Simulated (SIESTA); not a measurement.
Runs of SIESTA 5.4.2 on Pb. The cell holds a slab with vacuum, 3 atoms: a = 3.480 Å, b = 3.480 Å, c = 20.590 Å, α = 90.00°, β = 90.00°, γ = 120.00°. 

| level | gap on the mesh (eV) | largest force (eV/Å) |
| --- | --- | --- |
| vdW-DF | none | 0.54 |
| VV10 | none | (a) |
| optB88-vdW | none | 0.33 |
| vdW-DF-cx | none | (b) |
| vdW-DF-C09 | none | 0.13 |

Alike in all rows: task single point; potentials or basis PseudoDojo 0.4 standard (PBE files), DZP (energy shift 0.003 Ry; two zetas on semicore shells); no spin polarisation; cell as given; k mesh 9 × 9 × 1; smearing fermi-dirac 0.05 eV; grid cutoff 500 Ry; energy shift 0.003 Ry.

Task: Estimate the missing entries.

Result: (a) 0.41; (b) 0.15.

Caveats: the potentials were made for another functional, which shifts forces and pressure; the basis of atomic orbitals isn't converged, which shifts pressures, moduli and gaps; the non-local part is tabulated coarsely and may be off by about a percent (some runs).

A k mesh can miss the band edges, and the runs leave out spin-orbit coupling on Pb.

A gap of «none» marks a metal or a gap under the smearing width.

Runs at the PBE level aren't shown here.
